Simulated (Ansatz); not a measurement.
What does this script print? It uses Ansatz's Python interface.

Input file `POSCAR_ge`:
```text
Ge
1.0
   4.05040454    0.00000000    0.00000000
  -2.02520227    3.50775322    0.00000000
   0.00000000    0.00000000   10.99335900
Ge
4
Direct
   0.00000000    0.00000000    0.97745200
   0.00000000    0.00000000    0.47745200
   0.33333333    0.66666667    0.91484800
   0.66666667    0.33333333    0.41484800
```

`xc_ge.py`:
```python
import csv
import warnings

import ansatz as az
from ase.io import read

warnings.simplefilter("ignore", az.DeckWarning)

atoms = read("POSCAR_ge", format="vasp")
system = az.Crystal.from_ase(atoms)

base = (
    system.calculation()
    .occupations(az.OccupationsMethod.FERMI_DIRAC)
    .kpoints(spacing=0.32)
)

rows = []
for value in ["lda", "pbesol", "blyp"]:
    summary = base.functional(value).run(threads=1).report
    rows.append((value, summary["free_energy_ev"] / len(summary["lattice"]["sites"]), summary["n_iterations"], summary["n_kpoints"]))

with open("xc.csv", "w", newline="") as handle:
    writer = csv.writer(handle)
    writer.writerow(["functional", "F/atom (eV)", "iterations", "k-points"])
    writer.writerows([round(v, 5) if isinstance(v, float) else v for v in row] for row in rows)
print(open("xc.csv").read())
```

```console
$ python xc_ge.py
functional,F/atom (eV),iterations,k-points
lda,-4215.0855,6,14
pbesol,-4252.91646,6,14
blyp,-4304.8616,6,14
```

What to keep in mind:
- This isn't the structure that Ge takes at ambient conditions.
- Total energies of different functionals can't be compared; pressures, moments and gaps at this one structure can.
- Wall time of the script: 12 s on 1 thread of Arm Neoverse V2, with other jobs on the host, peak memory 0.46 GiB.
